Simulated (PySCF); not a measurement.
**AlOBr: structure of the singlet**

Where does singlet AlOBr go from a linear start, is the end point a minimum, and what are its modes, charges and moments?

The runs use PySCF 2.14.0; PBE0, basis Al def2-TZVP, O def2-TZVP, Br def2-TZVP, no relativity, density fitting.

### Step 1. Starting geometry

3 atoms, charge 0, spin multiplicity 1.

Bond lengths: Al1–O2 1.700 Å, Al1–Br3 2.400 Å. Angles: O2–Al1–Br3 180.0°.

```xyz
3
charge 0 multiplicity 1
Al    0.0000    0.0000    0.0000
O     0.0000    0.0000   -1.7000
Br    0.0000    0.0000    2.4000
```

### Step 2. The SCF at the typed geometry

The steps below are one call of a driver around PySCF. For each, scf.py gives the equivalent set-up of the SCF; relaxations use the driver's own optimiser. After this first run the driver tries any further starts and a stability analysis.

The input, scf.py:

```python
from pyscf import gto, scf, dft
mol = gto.M(atom='''
Al     0.000000     0.000000     0.000000
O      0.000000     0.000000    -1.700000
Br     0.000000     0.000000     2.400000''',
    basis={'Al': 'def2-TZVP', 'O': 'def2-TZVP', 'Br': 'def2-TZVP'},
    charge=0, spin=0)
mf = dft.RKS(mol, xc='PBE0')
mf.grids.atom_grid = (50, 194)
aux = {'Al': 'def2-universal-JKFIT', 'O': 'def2-universal-JKFIT', 'Br': 'def2-universal-JKFIT'}
mf = mf.density_fit(auxbasis=aux)
mf.conv_tol = 1e-08
mf.diis_space = 10
mf.max_cycle = 60
mf.init_guess = 'minao'
mf.verbose = 4
mf.kernel()
```

Run with:

```console
$ OMP_NUM_THREADS=4 python axn.py task.json out
```

The runs that follow: Relaxing the singlet from the linear start; Is it a minimum? Harmonic modes.

**Question.** What will these runs give? Wanted: minimum; geometry; wavenumbers; dipole moment; highest occupied, lowest empty level; polar-tensor charge of Al1; zero-point energy; atomisation energy.

The runs gave:

| quantity | value |
| --- | --- |
| minimum | singlet, C∞v |
| geometry | Al–Br 2.213 Å, Al–O 1.593 Å; Br–Al–O 180.0° |
| wavenumbers (cm⁻¹) | 169 (π), 378 (σ+), 1126 (σ+) |
| dipole moment | 4.29 D |
| highest occupied, lowest empty level | -7.85, -2.64 eV |
| polar-tensor charge of Al1 | +1.10 e |
| zero-point energy | 11.0 kJ/mol |
| entropy at 298.15 K | 268.8 J/(mol K) |
| atomisation energy (no zero-point energy) | 856 kJ/mol |

The linear start keeps its C∞v symmetry and ends in a minimum. The strongest infrared band lies at 169 cm⁻¹ (π, bend). Only this shape and spin were tried, so other structures or states may lie lower.
